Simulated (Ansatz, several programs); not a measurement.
An ordered 4-atom cell of Si3Sn on the diamond lattice (R3m), relaxed with r2SCAN in Ansatz (plane waves, PAW): the symmetry is R3m (No. 160, trigonal); a = 4.048 Å, c = 19.901 Å in the conventional setting, 23.53 Å³ an atom. Around Si lie 3 Si at 2.44 Å and 1 Sn at 2.60 Å; around Si lie 1 Si at 2.35 Å and 3 Sn at 2.53 Å; around Si lie 4 Si at 2.35–2.44 Å; around Sn lie 4 Si at 2.53–2.60 Å. The cell was then scaled with its shape and fractional coordinates held, which makes it stiffer than a relaxed compression. These are computed values for a spin-unpolarised cell that may be hypothetical; none is a measurement.

```
V (Å³/atom)  E (meV/atom)
     22.121         23.04
     22.827          5.42
     23.533          0.00
     24.945         18.66
```

Task: Pass a cubic E = c₀ + c₁u + c₂u² + c₃u³, with u = V − 23.356 Å³, through these points.

Result: c₀ = 0.31, c₁ = -3.656, c₂ = 10.904, c₃ = -0.8407 (meV and Å³).

Task: Where is the minimum, and what bulk modulus follows?

Result: dE/du = 0 at u = +0.171, so V₀ = 23.53 Å³. B = V₀ d²E/dV² = 23.53 × (2c₂ + 6c₃u) = 23.53 × 20.946 = 493 meV/Å³, and 1 meV/Å³ is 0.16022 GPa: 79 GPa. A third-order Birch-Murnaghan fit to all five points gives 23.53 Å³ and 78 GPa.

Task: Predict the energy and the pressure at the withheld volume, 24.239 Å³.

Result: With u = +0.883: E ≈ 5.00 meV and P = −dE/dV ≈ -2.18 GPa. The run gives 4.94 meV and, from its stress, -2.17 GPa.
